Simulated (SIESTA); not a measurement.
Ga3Sb under changes of volume

One of the cells (21.742 Å³/atom); the others are scaled copies at fixed shape and fractional positions:

```
Sb Ga
1.0
    -2.14431    2.14431    4.72853
     2.14431   -2.14431    4.72853
     2.14431    2.14431   -4.72853
Sb Ga
1 3
Direct
  0.00000 0.00000 0.00000
  0.50000 0.50000 0.00000
  0.25000 0.75000 0.50000
  0.75000 0.25000 0.50000
```

The cell comes from a database or a generator and needn't be the stable form of this composition.

```yaml
Program: SIESTA 5.4.2
Functional: PBEsol
Potentials_or_basis: PseudoDojo 0.4 standard (PBEsol files)
Basis: DZP (energy shift 0.003 Ry; two zetas on semicore shells)
Grid_cutoff: 800 Ry
Energy_shift: 0.003 Ry
k_mesh: 9 × 9 × 9
Occupations: fermi-dirac, width 0.05 eV
Spin: no spin polarisation
```

```csv
volume (Å³/atom),energy over the lowest point (meV/atom),pressure (GPa)
20.855,0.00,0.2
21.298,1.49,-1.1
21.742,7.06,-2.1
22.630,24.12,-3.9
23.073,?,?
```

Problem. What does the run at 23.073 Å³/atom give?

Solution. Energy over the lowest point 35.94 meV/atom; pressure -4.6 GPa.

Worked out: A Birch-Murnaghan fit of order 2 (a polynomial in V^(-2/3)) to the other rows has its minimum at 20.79 Å³/atom, just outside them, with B0 = V·E''(V) = 55 GPa at fixed shape and positions, which overstates the stiffness. It gives 36.14 meV/atom at 23.073 Å³/atom, against the run's 35.94, and -dE/dV = -4.7 GPa, against -4.6.

Energies are extrapolated to zero smearing.

Caveats: the basis of atomic orbitals isn't converged, which shifts pressures, moduli and gaps.
